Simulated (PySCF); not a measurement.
# O4Si4: the cost of one run

Program: PySCF 2.14.0. Level of theory: relaxation, pbe, def2-tzvp, and further levels as typed in the inputs. These are calculated values, not measurements.

## Step 1: The system as given

Bond lengths: Si1–O2 1.671 Å, O2–Si3 1.744 Å, Si3–O4 1.677 Å, O4–Si5 1.687 Å, Si5–O6 1.711 Å, O6–Si7 1.678 Å, Si1–O8 1.726 Å, Si7–O8 1.635 Å. Angles: Si1–O2–Si3 135.0°, O2–Si1–O8 136.0°, O2–Si3–O4 132.9°, Si3–O4–Si5 137.4°, O4–Si5–O6 132.7°, Si5–O6–Si7 135.5°, O6–Si7–O8 137.7°, Si1–O8–Si7 132.8°.

Coordinates:

```xyz
8

Si    2.2031   -0.0213    0.0088
O     1.5944    1.5351    0.0180
Si   -0.0031    2.2354    0.0097
O    -1.5421    1.5685    0.0050
Si   -2.2279    0.0278   -0.0274
O    -1.5509   -1.5434   -0.0168
Si    0.0029   -2.1766   -0.0005
O     1.5379   -1.6139   -0.0194
```

## Step 2: Relaxation: O4Si4, charge +1

run.py reads:

```python
from pyscf import gto, dft
from pyscf.geomopt.geometric_solver import optimize
mol = gto.M(atom="mol.xyz", basis="def2-tzvp", charge=1, spin=1, verbose=4)
mf = dft.UKS(mol, xc="pbe").density_fit().run(conv_tol=1e-9)
for i in range(6):  # look for a lower solution of the same spin
    mo, _, ok, _ = mf.stability(return_status=True)
    if ok: break
    mf.kernel(mf.make_rdm1(mo, mf.mo_occ))
print(f"converged SCF energy = {mf.e_tot:.10f}, stable: {ok}")
mf = mf.newton()  # steadier than the usual iterations for open shells
m = optimize(mf, maxsteps=60)
print("optimised structure (A):")
for k in range(m.natm): print(m.atom_symbol(k), *(f"{x:.8f}" for x in m.atom_coords(unit="A")[k]))
```

Started as:

```bash
$ python run.py
```

**Question.** How long does this run take on 2 threads of Intel Xeon Platinum 8375C at 2.90GHz (Ice Lake), shared host?

About 25 min.
